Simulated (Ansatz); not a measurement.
# The cluster Al5H: trial inputs and their diagnosis

Aim: try 2 inputs for the cluster Al5H as typed, read how each ends, and find what has to change.

Method: the settings change from run to run; program: Ansatz 0.2.0, Gaussian basis.

1 further run of the same task is left out (it didn't finish).

### Step 1. The molecule

The geometry comes from an earlier relaxation with PBE0-D4/def2-SVP; it is a stationary point.

6 atoms, charge 0, spin multiplicity 1.

Atoms are counted from 1 here; the program's logs count them from 0.

Bond lengths: Al1–Al2 2.570 Å, Al1–Al3 2.691 Å, Al1–Al5 2.595 Å, Al2–Al3 2.521 Å, Al3–Al4 2.550 Å, Al4–Al5 2.550 Å. Angles: Al2–Al1–Al3 57.2°, Al2–Al1–Al5 105.5°, Al3–Al1–Al5 70.8°, Al1–Al2–Al3 63.8°, Al1–Al3–Al2 59.0°, Al1–Al3–Al4 101.2°, Al2–Al3–Al4 104.5°, Al3–Al4–Al5 73.8°, Al1–Al5–Al4 103.9°.

### Step 2. Attempt 1

Input file in.yaml:

```yaml
crystal:
  periodic: [false, false, false]
  atoms:
    - {symbol: Al, position_ang: [-1.470034, 1.316647, -0.375141]}
    - {symbol: Al, position_ang: [-0.146684, 1.856089, 1.760552]}
    - {symbol: Al, position_ang: [1.124388, 0.673160, -0.066529]}
    - {symbol: Al, position_ang: [0.954684, -1.798368, 0.536513]}
    - {symbol: Al, position_ang: [-1.173370, -1.233701, -0.749955]}
    - {symbol: H, position_ang: [0.711025, -0.813827, -1.105439]}
basis:
  gaussian: {orbitals: "6-31G*"}
hamiltonian: {xc: {name: HF}}
correlation: {method: mp2, frozen_orbitals: {Al: 9}}
scf: {lower_state_search: off}
output: {forces: true}
```

The run is started by

```bash
ansatz run in.yaml --threads 2 --pin off --events-out ev --progress --plain --max-ram 4352MiB
```

The log of the run:

```text
Functional definition: HF
  name "HF"
  cite "Fock, Z. Phys. 61, 126 (1930) doi:10.1007/BF01340294"
  parent pbe
  exchange = exact_x
  correlation = 0
these checks for a lower state are left out or cut short: starts, cluster_reference, orbital_swaps, neighbouring_geometries, increment
Error: "frozen_orbitals" has no count for H
```

Wall time 0.05 s (2 threads of Intel Xeon Platinum 8375C at 2.90GHz, shared host).

**Diagnosis.** Refused before any calculation. Frozen orbitals are typed for one element alone, and the program wants a count for each. Fix: leave frozen_orbitals out, or give every element a count that its core really has.

### Step 3. Attempt 2

Input file in.yaml:

```yaml
crystal:
  periodic: [false, false, false]
  atoms:
    - {symbol: Al, position_ang: [-2.777962, 2.488104, -0.708914]}
    - {symbol: Al, position_ang: [-0.277193, 3.507500, 3.326962]}
    - {symbol: Al, position_ang: [2.124787, 1.272089, -0.125723]}
    - {symbol: Al, position_ang: [1.804092, -3.398424, 1.013863]}
    - {symbol: Al, position_ang: [-2.217349, -2.331358, -1.417210]}
    - {symbol: H, position_ang: [1.343644, -1.537911, -2.088978]}
basis:
  gaussian: {orbitals: def2-SVP, final_grid: {core_spheres: 20, valence_spheres: 16, degree: 47}, point_charges: [{charge: 0.50, position_ang: [4.133, 0.095, -0.147]}]}
hamiltonian: {xc: {name: CAM-B3LYP}, dispersion: d4}
accuracy: high
output: {forces: true}
```

Same command.

The log of the run (excerpt; [...] marks lines left out):

```text
Functional definition: CAM-B3LYP
  name "CAM-B3LYP"
  cite "Yanai, Tew & Handy, Chem. Phys. Lett. 393, 51 (2004) doi:10.1016/j.cplett.2004.06.011"
  cite "Iikura, Tsuneda, Yanai & Hirao, J. Chem. Phys. 115, 3540 (2001) doi:10.1063/1.1383587"
  cite "Becke, Phys. Rev. A 38, 3098 (1988) doi:10.1103/PhysRevA.38.3098"
  cite "Lee, Yang & Parr, Phys. Rev. B 37, 785 (1988) doi:10.1103/PhysRevB.37.785"
  cite "Vosko, Wilk & Nusair, Can. J. Phys. 58, 1200 (1980) doi:10.1139/p80-159"
[...]
  # Exact exchange under (alpha + beta erf(omega r))/r, Becke's under what is left of 1/r.
[...]
1663 factors; integrals over basis functions are off by at most 3.7e-9 eV
654 factors; integrals over basis functions are off by at most 2.1e-9 eV
[...]
mean field -32978.42449375 eV, -1211.9347465663 hartree, gradient 3.1e-8 eV, S^2 0.000000; 6 other end points of the search recorded, 0 dependent functions left out
[...]
reference -32978.42451772 eV, -1211.9347474473 hartree; 33, 33 occupied and 62, 62 virtual orbitals, 1663 factors
Total energy: -32978.71822857 eV, -1211.9455411217 hartree
Atom 0 at    -2.777962     2.488104    -0.708914 Å, force     0.389747    -0.537062     0.129434 eV/Å
Atom 1 at    -0.277193     3.507500     3.326962 Å, force     0.112674    -0.269083    -0.671323 eV/Å
Atom 2 at     2.124787     1.272089    -0.125723 Å, force     0.011266    -0.524788     0.357100 eV/Å
Atom 3 at     1.804092    -3.398424     1.013863 Å, force    -0.382524     0.468295    -0.862795 eV/Å
Atom 4 at    -2.217349    -2.331358    -1.417210 Å, force     0.635901     0.571520     0.187807 eV/Å
Atom 5 at     1.343644    -1.537911    -2.088978 Å, force    -0.185643    -0.069818     1.034060 eV/Å
Dipole moment:    -1.913082     0.160783     1.612292 e Å
```

It took 10 s on 2 threads of Intel Xeon Platinum 8375C at 2.90GHz, shared host.

What is wrong: The run converged, but a converged run isn't a right one. The coordinates are in bohr but typed as ångström. The shortest distance is 3.52 Å (Al3–H6), against 1.86 Å in the relaxed molecule. Its energy is no property of the relaxed molecule. To mend it, take the coordinates from the file in ångström, and remove the point charge.

### Step 4. How the tries ended

```tsv
attempt	level	ended	cause	time
1	MP2/6-31G*	refused	frozen orbitals are typed for one element alone, and the program wants a count for each	0.05 s
2	CAM-B3LYP/def2-SVP	converged	the coordinates are in bohr but typed as ångström	10 s
```

In words: 1 refused, 1 converged. A refusal costs next to no computing time. The dangerous case is the input that converges on a wrong geometry, charge, spin, basis or grid: often only a look at the input shows it.
